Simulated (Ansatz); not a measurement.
# HfSn2O6: the cost of one run

Program: Ansatz 0.2.0. Level of theory: DFT PBE, scalar-relativistic, plane waves, PAW, unless a step names another level. These are calculated values, not measurements.

1 further run of the same task is left out (set aside as unsound or not needed).

## (1) Starting point

It takes space group P-3m1 (No. 164, trigonal). Conventional cell: a = 3.563 Å, b = 3.563 Å, c = 9.219 Å, α = 90.00°, β = 90.00°, γ = 120.00°. Around Hf (site symmetry -3m) lie 8 O at 2.20 to 2.27 Å. Sn (site symmetry 3m) has 8 O at 2.20 to 2.32 Å as nearest neighbours. O (site symmetry 3m) is surrounded by 3 Sn at 2.20 Å and 1 Hf at 2.27 Å. Around O (site symmetry 3m) lie 3 Hf at 2.20 Å and 1 Sn at 2.29 Å. Around O (site symmetry 3m) lie 4 Sn at 2.20 to 2.32 Å.

As a file:

```cif
data_structure
_symmetry_space_group_name_H-M 'P-3m1'
_symmetry_Int_Tables_number 164
_cell_length_a 3.5633
_cell_length_b 3.5633
_cell_length_c 9.2186
_cell_angle_alpha 90.000
_cell_angle_beta 90.000
_cell_angle_gamma 120.000
_cell_volume 101.37
loop_
_atom_site_label
_atom_site_type_symbol
_atom_site_symmetry_multiplicity
_atom_site_Wyckoff_symbol
_atom_site_fract_x
_atom_site_fract_y
_atom_site_fract_z
_atom_site_occupancy
Hf1 Hf 1 b 0.00000 0.00000 0.50000 1
Sn1 Sn 2 d 0.66667 0.33333 0.83210 1
O1 O 2 c 0.00000 0.00000 0.74635 1
O2 O 2 d 0.33333 0.66667 0.41677 1
O3 O 2 d 0.66667 0.33333 0.08376 1
```

The cell was relaxed beforehand at this level, from a generated guess; it needn't be the stable form of this composition. At a tolerance of 0.02 Å it has space group P-3m1 (No. 164); it has 11.26 Å³/atom, an uncorrected energy of -2.02 eV/atom over the elements and, on its mesh, gap 1.28 eV.

## (2) Band edges anywhere in the zone

input.yaml

```yaml
crystal:
  lattice:
    - [3.5632574268, 0.0, 0.0]
    - [-1.7816287134, 3.0858714519, 0.0]
    - [0.0, 0.0, 9.2186420336]
  atoms:
    - { symbol: Hf, position: [0.0, 0.0, 0.5] }
    - { symbol: Sn, position: [0.6666666667, 0.3333333333, 0.8320961023] }
    - { symbol: Sn, position: [0.3333333333, 0.6666666667, 0.1679038977] }
    - { symbol: O, position: [0.0, 0.0, 0.7463510243] }
    - { symbol: O, position: [0.3333333333, 0.6666666667, 0.4167691503] }
    - { symbol: O, position: [0.6666666667, 0.3333333333, 0.0837636501] }
    - { symbol: O, position: [0.6666666667, 0.3333333333, 0.5832308497] }
    - { symbol: O, position: [0.0, 0.0, 0.2536489757] }
    - { symbol: O, position: [0.3333333333, 0.6666666667, 0.9162363499] }
basis:
  ecutwfc: 420
kpoints:
  mp_grid: { grid: [12, 12, 4] }
  band_path: { path: [VBM, CBM], npoints: 2 }
hamiltonian:
  xc: pbe
scf:
  occupations: { method: gaussian, width: 0.02 }
output:
  forces: false
  stress: false
  eigenvalues: true
checkpoint:
  read: start.run
  write: ck
  compress: false
  write_wavefunctions: false
  write_every: 100000
```

The run is started by

```sh
> ansatz run input.yaml --threads 1 --pin off --max-ram 2560MiB --backend cpu --events-out ev --progress --plain --runs-dir out
```

Q: Estimate wall time and peak memory on 1 thread of Intel Xeon at 2.70GHz, shared host.

About 32 s, with a peak of 0.56 GiB.
